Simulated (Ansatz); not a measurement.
# CH7FSi2: the cost of one run

Program: the Python package of Ansatz 0.2.0. Level of theory: Hartree-Fock/def2-SVP. These are calculated values, not measurements.

## 1. Starting point

Bond lengths: C1–Si2 1.781 Å, Si2–F3 1.581 Å, Si2–Si4 2.283 Å, C1–H5 1.090 Å, C1–H6 1.114 Å, C1–H7 1.135 Å, Si2–H8 1.499 Å, Si4–H9 1.551 Å, Si4–H10 1.439 Å, Si4–H11 1.551 Å. Angles (14 of 18 angles, heavy atoms first): C1–Si2–F3 107.2°, C1–Si2–Si4 110.8°, F3–Si2–Si4 109.9°, C1–Si2–H8 111.0°, F3–Si2–H8 106.6°, Si4–Si2–H8 111.1°, Si2–C1–H5 115.4°, Si2–C1–H6 115.1°, Si2–C1–H7 112.2°, Si2–Si4–H9 111.1°, Si2–Si4–H10 115.5°, Si2–Si4–H11 109.1°, H5–C1–H6 104.8°, H5–C1–H7 104.2°.

The script holds or builds the structure itself.

## 2. Script

Contents of ch7fsi2_opt.py:

```python
"""Geometry optimisation of CH7FSi2."""

import itertools

import ansatz as az
from ase.data import atomic_numbers, covalent_radii
import numpy as np

system = (
    az.Crystal.molecule()
    .atom("C", (-0.7781, 1.3574, -0.405))
    .atom("Si", (0.6549, 0.302, -0.4692))
    .atom("F", (1.8641, 1.1176, 0.1405))
    .atom("Si", (0.3138, -1.6034, 0.7404))
    .atom("H", (-1.0757, 1.6816, 0.5917))
    .atom("H", (-1.7032, 0.927, -0.8525))
    .atom("H", (-0.624, 2.3251, -0.9782))
    .atom("H", (1.0251, -0.0176, -1.8867))
    .atom("H", (-0.096, -1.2717, 2.1988))
    .atom("H", (1.4138, -2.531, 0.76))
    .atom("H", (-0.9293, -2.344, 0.1808))
)

model = (
    system.calculation()
    .basis(gaussian="def2-SVP")
    .functional("hf")
)
symbols = [site.symbol for site in system.cartesian_sites]
start = np.array([site.position_ang for site in system.cartesian_sites], dtype=float)
def progress(event):
    if event["event"] == "relax_step":
        row = event["data"]
        print(f"step {row['step']:3d}  E = {row['lagrangian_ev']:.6f} eV  largest force component {row['allowed_force_max_ev_ang']:.4f} eV/A")


rep = model.relax(force_tolerance=0.01, max_steps=100).session().plan().execute(on_event=progress).report
end = np.array(rep["positions_ang"])

print(f"E = {rep['free_energy_ev']:.6f} eV = {rep['free_energy_ev'] / 27.211386246:.7f} Ha")
print("converged:", rep["converged"], " doubts:", rep["published_state_doubts"] or "none")

# pairs closer than 1.2 times the sum of covalent radii, before or after
radius = [covalent_radii[atomic_numbers[s]] for s in symbols]
span = lambda where, i, j: np.linalg.norm(where[i] - where[j])
bonded = [(i, j) for i, j in itertools.combinations(range(len(symbols)), 2) if min(span(start, i, j), span(end, i, j)) < 1.2 * (radius[i] + radius[j])]
print("pair        before    after (A)")
for i, j in bonded:
    print(f"{symbols[i]}{i}-{symbols[j]}{j}".ljust(10), f"{span(start, i, j):8.4f} {span(end, i, j):8.4f}")
for first, second in list(itertools.combinations(bonded, 2)):
    shared = set(first) & set(second)
    if shared and symbols[(j := shared.pop())] != "H":
        i, k = sorted((set(first) | set(second)) - {j})
        u, v = end[i] - end[j], end[k] - end[j]
        angle = np.degrees(np.arccos(np.clip(u @ v / np.linalg.norm(u) / np.linalg.norm(v), -1, 1)))
        print(f"final angle {symbols[i]}{i}-{symbols[j]}{j}-{symbols[k]}{k}: {angle:.2f} deg")
with open("ch7fsi2_opt.xyz", "w") as handle:
    handle.write(f"{len(symbols)}\nrelaxed CH7FSi2\n")
    handle.writelines(f"{s:2s} {x:11.6f} {y:11.6f} {z:11.6f}\n" for s, (x, y, z) in zip(symbols, end))
```

## 3. The input behind the calls

The package turns the script's settings into the engine's input:

```yaml
crystal:
  periodic: [false, false, false]
  atoms:
    - { symbol: C, position_ang: [-0.7781, 1.3574, -0.405] }
    - { symbol: Si, position_ang: [0.6549, 0.302, -0.4692] }
    - { symbol: F, position_ang: [1.8641, 1.1176, 0.1405] }
    - { symbol: Si, position_ang: [0.3138, -1.6034, 0.7404] }
    - { symbol: H, position_ang: [-1.0757, 1.6816, 0.5917] }
    - { symbol: H, position_ang: [-1.7032, 0.927, -0.8525] }
    - { symbol: H, position_ang: [-0.624, 2.3251, -0.9782] }
    - { symbol: H, position_ang: [1.0251, -0.0176, -1.8867] }
    - { symbol: H, position_ang: [-0.096, -1.2717, 2.1988] }
    - { symbol: H, position_ang: [1.4138, -2.531, 0.76] }
    - { symbol: H, position_ang: [-0.9293, -2.344, 0.1808] }
basis:
  gaussian:
    orbitals: def2-SVP
hamiltonian:
  xc: hf
relax:
  f_tol: 0.01
  max_steps: 100
```

## 4. Running it

The run is started by

```
$ python ch7fsi2_opt.py
```

What time and memory should one allow on 1 thread of Arm Neoverse V2, shared host?

About 13 s, with a peak of 0.26 GiB.
